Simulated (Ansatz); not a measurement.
# BrClH₂OSSi: small, medium and large basis sets

The task here is to estimate one member of a computed series from the others.

The runs use Ansatz 0.2.0, Gaussian basis; one geometry, several basis sets.

Levels to be run: PBE0-D4/def2-SVP; ωB97M-V/def2-SVP; PBE0-D4/def2-QZVPP; ωB97M-V/def2-QZVPP; the functionals' def2-TZVPP values are taken from earlier runs.

### Structure used throughout

The geometry comes from an earlier relaxation with PBE0-D4 in a triple-zeta def2 set; it is a stationary point, not always the lowest conformer.

SMILES `O[Si](S)(Cl)Br`, 7 atoms, charge 0, spin multiplicity 1.

Atoms are counted from 1 here; the program's logs count them from 0.

Bond lengths: O1–Si2 1.621 Å, O1–H6 0.959 Å, Si2–S3 2.104 Å, Si2–Cl4 2.042 Å, Si2–Br5 2.215 Å, S3–H7 1.344 Å. Angles: Si2–O1–H6 118.3°, O1–Si2–S3 104.4°, O1–Si2–Cl4 112.0°, O1–Si2–Br5 109.8°, S3–Si2–Cl4 111.3°, S3–Si2–Br5 113.4°, Cl4–Si2–Br5 106.0°, Si2–S3–H7 92.8°.

The first run:

in.yaml

```yaml
crystal:
  periodic: [false, false, false]
  atoms:
    - {symbol: O, position_ang: [-1.306732, 0.286114, 0.944125]}
    - {symbol: Si, position_ang: [-0.085427, 0.046242, -0.094927]}
    - {symbol: S, position_ang: [1.286701, -1.136682, 0.974426]}
    - {symbol: Cl, position_ang: [-0.703833, -0.894160, -1.798992]}
    - {symbol: Br, position_ang: [0.745866, 1.995403, -0.739025]}
    - {symbol: H, position_ang: [-1.894194, 1.029200, 0.791705]}
    - {symbol: H, position_ang: [2.018819, -1.394218, -0.122913]}
basis:
  gaussian: {orbitals: def2-SVP}
hamiltonian: {xc: pbe0, dispersion: d4}
output: {orbitals: {seedname: orbitals}}
```

Started as:

```bash
> ansatz run in.yaml --threads 4 --pin off --events-out ev --progress --plain --max-ram 10444MiB
```

Steps of the session up to this table: PBE0-D4 in def2-SVP; ωB97M-V in def2-SVP; PBE0-D4 in def2-QZVPP; ωB97M-V in def2-QZVPP.

One table of the session follows, with a row left open; its other results are not shown here.

It belongs to the step «Density functionals: the series». 

```
functional       basis  HOMO (eV)  LUMO (eV)
   PBE0-D4    def2-SVP      -7.83      -0.15
   PBE0-D4  def2-TZVPP          ?          ?
   PBE0-D4  def2-QZVPP      -7.97      -0.59
   ωB97M-V    def2-SVP      -9.97       1.99
   ωB97M-V  def2-TZVPP     -10.11       1.54
   ωB97M-V  def2-QZVPP     -10.16       1.20
```

Estimate the missing values for PBE0-D4, def2-TZVPP.

**Answer.** HOMO (eV): -7.94; LUMO (eV): -0.49. In the column «HOMO (eV)» it lies between PBE0-D4, def2-QZVPP (-7.97) and PBE0-D4, def2-SVP (-7.83).
